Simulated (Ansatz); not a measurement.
# HI: the cost of one run

Program: Ansatz 0.2.0. Level of theory: the levels named in each step. These are calculated values, not measurements.

### 1 The starting structure

Bond lengths: I1–H2 1.622 Å.

As a file:

```xyz
2

I     0.0000    0.0000    0.0000
H     0.0000    0.0000    1.6219
```

### 2 A rough first relaxation, PBE-D4/def2-SVP

This run stands in another session on the same molecule. It ended at:

```xyz
2

I     0.0000    0.0000   -0.0171
H     0.0000    0.0000    1.6390
```

### 3 Relaxation, PBE0-D4/def2-TZVPP

This run stands in another session on the same molecule. It ended at:

```xyz
2

I     0.0000    0.0000   -0.0059
H     0.0000    0.0000    1.6279
```

### 4 Frequencies, PBE0-D4/def2-TZVPP

File input.yaml:

```yaml
crystal:
  periodic: [false, false, false]
  atoms:
    - { symbol: I, position_ang: [0.0, 0.0, -0.00591838] }
    - { symbol: H, position_ang: [0.0, 0.0, 1.62785838] }
magnetization:
  spin_polarized: true
  initial_magnetization: 1
total_charge: 1
basis:
  gaussian: { orbitals: def2-TZVPP }
hamiltonian:
  xc: pbe0
  dispersion: d4
phonons: {}
```

The run is started by

```console
> ansatz run input.yaml --threads 1 --pin off --max-ram 2560MiB --backend cpu --events-out ev --progress --plain --runs-dir out
```

Q: Estimate wall time and peak memory on 1 thread of Intel Xeon at 2.50GHz (Skylake/Cascade Lake), shared host.

About 28 s, with a peak of 0.12 GiB.
